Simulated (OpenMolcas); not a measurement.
# One shape, several levels: doublet BCl2F+

We compute a comparison of 6 runs (UB3LYP/6-31G*, U-revPBE/6-311+G**, UBHLYP/6-311+G**, UBLYP/6-311+G**, UM06-L/6-311+G**, UTPSS/6-311+G**) of doublet BCl2F+. 

The calculation is run with OpenMolcas 26.06.

1 further run of the same task is left out (set aside as unsound or not needed).

### 1 The molecule

The species is BCl2F+ (4 atoms), meant as a doublet with charge +1. As SMILES of the parent species, `FB(Cl)Cl`. The coordinates come from a PBE0-D4/def2-TZVP relaxation. That shape belongs to the parent species and isn't relaxed for this state.

Bond lengths: F1–B2 1.310 Å, B2–Cl3 1.739 Å, B2–Cl4 1.739 Å. Angles: F1–B2–Cl3 119.3°, F1–B2–Cl4 119.3°, Cl3–B2–Cl4 121.5°.

### 2 A single-point energy at UB3LYP/6-31G(d) (Cartesian functions) (run 1)

test.inp reads:

```
* BCl2F Kohn-Sham DFT

&gateway
  baslib
  $CurrDir
  coord
  4
  angstrom
  F        0.114370      -1.165320      -0.781190
  B        0.007910      -0.080610      -0.054040
  Cl      -1.549540       0.373780       0.571420
  Cl       1.427260       0.872140       0.263810
  basis
  6-31Gs
  group
  NoSym

&seward
  gridinput
  Grid=UltraFine
  End of Grid

&scf
  uhf
  charge
  1
  spin
  2
  ksdft
  B3LYP
  thresholds
  1e-10 1e-07 1e-07 1e-05
  prorbitals
  1 2
```

The basis set 6-31G* is read from a file made from the Basis Set Exchange's data (not shown).

Command:

```
$ export MOLCAS_MEM=1860
$ pymolcas test.inp > test.log
```

Standard output:

```text
--- Start Module: gateway ---
[...]
--- Stop Module: gateway /rc=_RC_ALL_IS_WELL_ ---
--- Start Module: seward ---
[...]
      Basis functions           68
--- Stop Module: seward /rc=_RC_ALL_IS_WELL_ ---
[...]
--- Start Module: scf ---
[...]
       Convergence after  20 Iterations
[...]
::    Total KS-DFT energy                           -1044.7935202723
[...]
      Total spin, S                                     0.5018089369
[...]
      Total electronic charge=   47.000000
      Total            charge=    1.000000
[...]
      Dipole Moment (debye):
      Origin of the operator (angstrom)=   -0.0202    0.2055    0.1378
                   X= -1.1425E-01               Y=  1.1641E+00               Z=  7.8039E-01           Total=  1.4062E+00
      Center of Charge (angstrom)
[...]
--- Stop Module: scf /rc=_RC_ALL_IS_WELL_ ---
[...]
```

It took 20 s on 1 thread of Arm Neoverse V2, shared host; peak memory 0.41 GiB.

### 3 The energy at U-revPBE/6-311+G(d,p) (run 2)

mol.inp reads:

```
>>> EXPORT MOLCAS_PRINT=2

&GATEWAY
 BasLib=$CurrDir
 Coord
 4
 bohr
 F      0.21612798    -2.20213565    -1.47623515
 B      0.01494773    -0.15233082    -0.10212080
 Cl    -2.92820622     0.70634183     1.07982730
 Cl     2.69713051     1.64810574     0.49852865
 Basis=6-311pGss
 Group=NoSym

&SEWARD
 GridInput
 Grid=UltraFine
 End of Grid

&SCF
 UHF
 Charge=1
 Spin=2
 KSDFT=revPBE
 Thresholds=1e-10 1e-07 1e-07 1e-05
 PrOrbitals=1 1
```

The basis set 6-311+G** is read from a file made from the Basis Set Exchange's data (not shown).

Command:

```
$ export MOLCAS_MEM=1860
$ pymolcas mol.inp > mol.log
```

Standard output:

```text
--- Start Module: gateway ---
[...]
--- Stop Module: gateway /rc=_RC_ALL_IS_WELL_ ---
--- Start Module: seward ---
[...]
      Basis functions          104
--- Stop Module: seward /rc=_RC_ALL_IS_WELL_ ---
[...]
--- Start Module: scf ---
[...]
       Convergence after  21 Iterations
[...]
::    Total KS-DFT energy                           -1044.6610439457
[...]
      Total spin, S                                     0.5009155402
[...]
      Total electronic charge=   47.000000
      Total            charge=    1.000000
[...]
      Dipole Moment (debye):
      Origin of the operator (angstrom)=   -0.0202    0.2055    0.1378
                   X= -1.1788E-01               Y=  1.2011E+00               Z=  8.0517E-01           Total=  1.4508E+00
      Center of Charge (angstrom)
[...]
--- Stop Module: scf /rc=_RC_ALL_IS_WELL_ ---
[...]
```

It took 40 s on 1 thread of Arm Neoverse V2, shared host; peak memory 0.59 GiB.

### 4 The energy at UBHLYP/6-311+G(d,p) (run 3)

job.inp reads:

```
* BCl2F Kohn-Sham DFT

&GATEWAY
 BasLib=$CurrDir
 Coord
 4
 angstrom
 F        0.114370      -1.165320      -0.781190
 B        0.007910      -0.080610      -0.054040
 Cl      -1.549540       0.373780       0.571420
 Cl       1.427260       0.872140       0.263810
 Basis=6-311pGss
 Group=NoSym

&SEWARD
 GridInput
 Grid=UltraFine
 End of Grid

&SCF
 UHF
 Charge=1
 Spin=2
 KSDFT=HYB_GGA_XC_BHANDHLYP
 Thresholds=1e-10 1e-07 1e-07 1e-05
 PrOrbitals=1 1
```

The basis set 6-311+G** is read from a file made from the Basis Set Exchange's data (not shown).

Command:

```
$ export MOLCAS_MEM=1860
$ pymolcas job.inp > job.log
```

Standard output:

```text
--- Start Module: gateway ---
[...]
--- Stop Module: gateway /rc=_RC_ALL_IS_WELL_ ---
--- Start Module: seward ---
[...]
      Basis functions          104
--- Stop Module: seward /rc=_RC_ALL_IS_WELL_ ---
[...]
--- Start Module: scf ---
[...]
       Convergence after  21 Iterations
[...]
::    Total KS-DFT energy                           -1044.7991148075
[...]
      Total spin, S                                     0.5053035575
[...]
      Total electronic charge=   47.000000
      Total            charge=    1.000000
[...]
      Dipole Moment (debye):
      Origin of the operator (angstrom)=   -0.0202    0.2055    0.1378
                   X= -1.4704E-01               Y=  1.4982E+00               Z=  1.0043E+00           Total=  1.8097E+00
      Center of Charge (angstrom)
[...]
--- Stop Module: scf /rc=_RC_ALL_IS_WELL_ ---
[...]
```

Wall time 44 s (1 thread of Arm Neoverse V2, shared host); peak memory 0.59 GiB.

Runs 4 to 5 aren't shown in full; the table further down has their settings and results.

### 5 A single-point energy at UTPSS/6-311+G(d,p) (run 6)

job.inp reads:

```
* BCl2F Kohn-Sham DFT
&GATEWAY
BASLIB = $CurrDir
BASISSET
F.6-311pGss....
F1 0.114370 -1.165320 -0.781190 angstrom
End of Basis
BASISSET
B.6-311pGss....
B2 0.007910 -0.080610 -0.054040 angstrom
End of Basis
BASISSET
Cl.6-311pGss....
Cl3 -1.549540 0.373780 0.571420 angstrom
Cl4 1.427260 0.872140 0.263810 angstrom
End of Basis
&SEWARD
GRIDINPUT
Grid=UltraFine
End of Grid
&SCF
UHF
CHARGE = 1
SPIN = 2
KSDFT = 2
1.0 MGGA_X_TPSS
1.0 MGGA_C_TPSS
THRESHOLDS = 1e-10 1e-07 1e-07 1e-05
PRORBITALS = 1 2
```

The basis set 6-311+G** is read from a file made from the Basis Set Exchange's data (not shown).

Command:

```
$ export MOLCAS_MEM=1860
$ pymolcas job.inp > job.log
```

Standard output:

```text
--- Start Module: gateway ---
[...]
--- Stop Module: gateway /rc=_RC_ALL_IS_WELL_ ---
--- Start Module: seward ---
[...]
      Basis functions          104
--- Stop Module: seward /rc=_RC_ALL_IS_WELL_ ---
[...]
--- Start Module: scf ---
[...]
       Convergence after  23 Iterations
[...]
::    Total KS-DFT energy                           -1044.9201178629
[...]
      Total spin, S                                     0.5010988011
[...]
      Total electronic charge=   47.000000
      Total            charge=    1.000000
[...]
      Dipole Moment (debye):
      Origin of the operator (angstrom)=   -0.0202    0.2055    0.1378
                   X= -1.2020E-01               Y=  1.2247E+00               Z=  8.2097E-01           Total=  1.4793E+00
      Center of Charge (angstrom)
[...]
--- Stop Module: scf /rc=_RC_ALL_IS_WELL_ ---
[...]
```

Wall time 63 s (1 thread of Arm Neoverse V2, shared host); peak memory 0.59 GiB.

### 6 All runs side by side

```tsv
run	level	Cartesian functions	energy (Eh)	HOMO energy (eV)	LUMO energy (eV)	⟨S²⟩	wall time
1	UB3LYP/6-31G* (Cartesian functions)	yes	-1044.793520	-16.46	-14.49	0.754	20 s
2	U-revPBE/6-311+G**	no	-1044.661044	-15.43	-14.89	0.752	40 s
3	UBHLYP/6-311+G**	no	-1044.799115	-17.31	-13.54	0.761	44 s
4	UBLYP/6-311+G**	no	-1044.856597	-15.31	-14.80	0.752	47 s
5	UM06-L/6-311+G**	no	-1044.834320	-15.66	-14.99	0.753	57 s
6	UTPSS/6-311+G**	no	-1044.920118	-15.62	-14.94	0.752	63 s
```

### 7 What came out

```
                                 quantity           value
                      run 6: total energy  -1044.92012 Eh
run 6: HOMO energy (highest over α and β)       -15.62 eV
 run 6: LUMO energy (lowest over α and β)       -14.94 eV
                              run 6: ⟨S²⟩           0.752
```

In words: Totals of different functionals can't be ranked against each other. All runs together took 4.5 min, the longest 63 s.
